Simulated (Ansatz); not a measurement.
LuAs, space group Fm-3m, a comparison of norm-conserving and PAW potentials

Program: the Python package of Ansatz (0.2.0).

The cells in order, each with its output:

**Cell 1**
```python
import ansatz
from ase import Atoms
import numpy as np
import pandas as pd

config = {
    'filling': 'fermi_dirac',
    'k_spacing': 0.32,
}
```

**Cell 2**
```python
def count_gap(report):
    # lowest empty less highest filled band, counting bands; zero where they overlap
    return max(report.get('gap_by_band_count_ev') or 0.0, 0.0)

atoms = Atoms(
    ['Lu', 'As'],
    scaled_positions=[
        (0.5, 0.5, 0.5),
        (0.0, 0.0, 0.0),
    ],
    cell=[
        (0.0, 2.83819, 2.83819),
        (2.83819, 0.0, 2.83819),
        (2.83819, 2.83819, 0.0),
    ],
    pbc=True,
)
cell = ansatz.Crystal.from_ase(atoms)
```

**Cell 3**
```python
len(cell.resolved().sites)
```
Output:
```text
2
```

**Cell 4**
```python
calc = (
    cell.calculation()
    .occupations(config['filling'])
    .kpoints(spacing=config['k_spacing'])
    .functional(ansatz.Functional.PBESOL)
    .stress()
    .forces()
    .band_table()
)
variants = {
    'PAW': calc.pseudopotentials('paw'),
    'norm-conserving': calc.pseudopotentials('nc'),
}
# totals differ by the cores that each treatment holds, so compare what does not depend on them
rows = []
for label, variant in variants.items():
    report = variant.run().report
    levels = np.array(report['eigenvalues_ev'][0]) - report['fermi_energy_ev']
    print(label, 'levels at the first k-point near E_F:', np.round(levels[np.abs(levels) < 5], 3))
    rows.append((label, report['n_electrons'], np.trace(report['stress_gpa']) / 3, count_gap(report)))
print(pd.DataFrame(rows, columns=['treatment', 'electrons in bands', 'P GPa', 'gap by band count eV']).round(4).to_string(index=False))
```
Output:
```text
DeckWarning: basis.ecutwfc = 420 eV, auto-derived from the records' recommended cutoffs: set by Lu (normal level)
PAW levels at the first k-point near E_F: [-4.668 -4.668 -4.668 -4.633 -4.586 -4.586 -4.586  0.835  0.835  0.835
  1.677  1.677  1.677  2.592]
DeckWarning: basis.ecutwfc = 1360.569312 eV, auto-derived from the records' recommended cutoffs: set by Lu (normal level)
norm-conserving levels at the first k-point near E_F: [-4.572 -4.572 -4.572 -4.564 -4.501 -4.501 -4.501  0.834  0.834  0.834
  1.676  1.676  1.676  2.59 ]
      treatment  electrons in bands   P GPa  gap by band count eV
            PAW                40.0 -2.7885                   0.0
norm-conserving                40.0 -2.8886                   0.0
```

PAW gives -2.789 GPa and norm-conserving -2.889 GPa, 0.10 GPa apart. They took 0.7 and 2.0 s of processor time.

Notes:
- The computed bands are complete only to about 2.6 eV above the Fermi level.
- The mesh is modest for a metal, so energies can be off by several to tens of meV an atom and pressures by half a GPa or more; differences at equal mesh fare better.
- A gap by band count of zero or less means overlapping bands, a metal.
- The structure comes from a database of computed cells and needn't be a stable or known phase.
- Levels are Kohn-Sham eigenvalues on this mesh, without spin-orbit coupling.
- Warnings are shown shortened and without file and line.
- Stress is positive in compression.
- Timing: 3.3 s on 1 thread of Intel(R) Xeon(R) 6975P-C (Granite Rapids) (shared host), peak memory 0.58 GiB.

(Lines on the test bed's own set-up are left out of the output.)
